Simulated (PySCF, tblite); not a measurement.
# C₆H₁₂BNO₂: geometry, infrared bands and NMR shifts

Wanted: the infrared bands and NMR shifts of C₆H₁₂BNO₂ (`CB(CC(=O)O)N=C(C)C`), by calculation.

The runs use tblite 0.8.0 and PySCF 2.14.0, with density-fitted response routines of our own; the level of theory stands in each step. All values are computed, except where a source is named. Atoms are numbered from 0 throughout.

## (1) The starting structure

22 atoms, charge 0, multiplicity 1; geometry from: force field or distance geometry start.

Bonds of the start (Å): C0–B1 1.60, B1–C2 1.58, C2–C3 1.51, C3–O4 1.25, C3–O5 1.40, B1–N6 1.53, N6–C7 1.30, C7–C8 1.52, C7–C9 1.49, C0–H10 1.12, C0–H11 1.10, C0–H12 1.09, C2–H13 1.11, C2–H14 1.12, O5–H15 1.00, C8–H16 1.11, C8–H17 1.11, C8–H18 1.10, C9–H19 1.11, C9–H20 1.12, C9–H21 1.11.

## (2) Geometry optimisation with GFN2-xTB

The job: settings as JSON, then the geometry in Å.

```
{"job": {"kind": "relax", "xc": "GFN2-xTB", "basis": "xTB"}, "charge": 0, "multiplicity": 1}
C     -0.848400    -1.668100     0.022600
B     -0.697400    -0.132000     0.451400
C     -2.004400     0.671700     0.836800
C     -2.707300     1.140000    -0.417500
O     -2.425400     2.250100    -0.907500
O     -3.641900     0.303300    -1.031500
N      0.551400     0.676000     0.108900
C      1.784400     0.280600     0.008800
C      2.225500    -1.136800     0.322700
C      2.802100     1.299800    -0.377900
H     -1.929500    -1.961200     0.055800
H     -0.301100    -2.329200     0.716900
H     -0.496500    -1.797600    -1.005200
H     -2.690800     0.028300     1.423300
H     -1.743600     1.560300     1.460900
H     -4.106700     0.594000    -1.867700
H      3.328300    -1.211400     0.342600
H      1.849200    -1.437500     1.324500
H      1.848900    -1.830800    -0.447200
H      2.554700     1.727800    -1.369200
H      2.814100     2.125100     0.373000
H      3.823900     0.866900    -0.441900
```

On the command line:

```sh
> OMP_NUM_THREADS=1 python probes_run.py task.json out
```

One launch serves the whole session: the jobs run in the order shown.

**Question.** This job is followed by: GFN2-xTB harmonic vibrations, gas phase; GIAO PBE0/pcSseg-1 NMR shielding, non-relativistic, gas phase. What will the session give for the following? strongest single infrared mode (GFN2-xTB); zero-point energy (GFN2-xTB); ¹³C shifts against TMS (PBE0/pcSseg-1); ¹H shifts against TMS (PBE0/pcSseg-1, means over atoms taken as alike); ¹¹B shifts against BF3·OEt2 (PBE0/pcSseg-1); ¹⁷O shifts against H2O (PBE0/pcSseg-1); ¹⁵N shifts against NH3 (PBE0/pcSseg-1); surface potential, 1st and 99th percentile.

The runs gave:

| quantity | value |
| --- | --- |
| strongest single infrared mode (GFN2-xTB) | 1768 cm⁻¹, 407 km/mol |
| zero-point energy (GFN2-xTB) | 110.8 kcal/mol |
| ¹³C shifts against TMS (PBE0/pcSseg-1) | 179.7, 158.8, 30.6, 30.0, 28.1, 3.5 ppm |
| ¹H shifts against TMS (PBE0/pcSseg-1, means over atoms taken as alike) | 5.73, 2.05, 2.05, 2.04, 0.55 ppm |
| ¹¹B shifts against BF3·OEt2 (PBE0/pcSseg-1) | 24.3 ppm |
| ¹⁷O shifts against H2O (PBE0/pcSseg-1) | 425.5, 217.4 ppm |
| ¹⁵N shifts against NH3 (PBE0/pcSseg-1) | 386.8 ppm |
| surface potential, 1st and 99th percentile | -1.77 V and 1.81 V |

What this shows: Relaxing lowered the energy by 1.594 eV in 191 steps; the close pair that moved most is B1–N6, from 1.526 to 1.340 Å. All 60 modes are real, so the xTB geometry is a minimum. The strongest single mode, at 1768 cm⁻¹, moves mainly C3 and O4. Unscaled tight-binding wavenumbers are off by several per cent, some by more. Its intensities can rank the bands wrongly. The most deshielded carbon is C3 (carboxylic acid carbon), at 179.7 ppm: it is a carbonyl in resonance with an O or N lone pair, the region of acids, esters and amides. At PBE0/pcSseg-1: The largest span, 577 ppm, is at O4, where the paramagnetic term is -495 ppm. At PBE0/pcSseg-1, counted by nearest atom on the grid, the HOMO lies on N6 42 %; O4 16 %, the LUMO on C7 35 %; N6 25 %.
